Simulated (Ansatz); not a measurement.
# BiOs: the cost of one run

Computed with Ansatz 0.2.0 (DFT PBE, scalar-relativistic, plane waves, PAW, unless a step's input says otherwise).

## 1. The structure to begin with

It takes space group Fm-3m (No. 225, cubic). Conventional cell: a = 5.592 Å, b = 5.592 Å, c = 5.592 Å, α = 90.00°, β = 90.00°, γ = 90.00°. Os (site symmetry m-3m) is surrounded by 6 Bi at 2.80 Å. Bi (site symmetry m-3m) has 6 Os at 2.80 Å in its first shell of neighbours.

Coordinates:

```cif
data_structure
_symmetry_space_group_name_H-M 'P 1'
_symmetry_Int_Tables_number 1
_cell_length_a 3.9539
_cell_length_b 3.9539
_cell_length_c 3.9539
_cell_angle_alpha 60.000
_cell_angle_beta 60.000
_cell_angle_gamma 60.000
_cell_volume 43.71
loop_
_atom_site_label
_atom_site_type_symbol
_atom_site_fract_x
_atom_site_fract_y
_atom_site_fract_z
_atom_site_occupancy
Os1 Os 0.50000 0.50000 0.50000 1
Bi1 Bi 0.00000 0.00000 0.00000 1
```

This cell comes from an earlier session at PBE: 21.854 Å³/atom at 0.00 GPa, on a 10×10×10 mesh.

The changes: atom 1 (Os) moved 0.12 Å along x; atom 1 (Os) moved 0.12 Å along x; strain e4 = +0.02, atoms carried along; strain e3 = +0.02, atoms carried along; all atoms moved at random (σ = 0.1 Å), cell strained at random (1 %); all atoms moved at random (σ = 0.06 Å), cell strained at random (1 %).

## 2. Atom 1 (Os) moved 0.12 Å along x

input.yaml reads:

```yaml
crystal:
  lattice:
    - [0.0, 2.7958475025, 2.7958475025]
    - [2.7958475025, 0.0, 2.7958475025]
    - [2.7958475025, 2.7958475025, 0.0]
  atoms:
    - { symbol: Os, position: [0.4785396021, 0.5214603979, 0.5214603979] }
    - { symbol: Bi, position: [0.0, 0.0, 0.0] }
basis:
  ecutwfc: 420
  ecutrho_ratio: 4
kpoints:
  mp_grid: { grid: [10, 10, 10] }
hamiltonian:
  xc: pbe
scf:
  occupations: { method: gaussian, width: 0.05 }
output:
  forces: true
  stress: true
  eigenvalues: true
  write_density: true
  write_potential: true
  elf: true
  volumetric_format: npy
```

Started as:

```sh
$ ansatz run input.yaml --threads 2 --pin off --max-ram 2662MiB --backend cpu --events-out ev --progress --plain --runs-dir out
```

Q: Estimate wall time and peak memory on 2 threads of Arm Neoverse V2, shared host.

About 4.8 s, with a peak of 0.4 GiB.
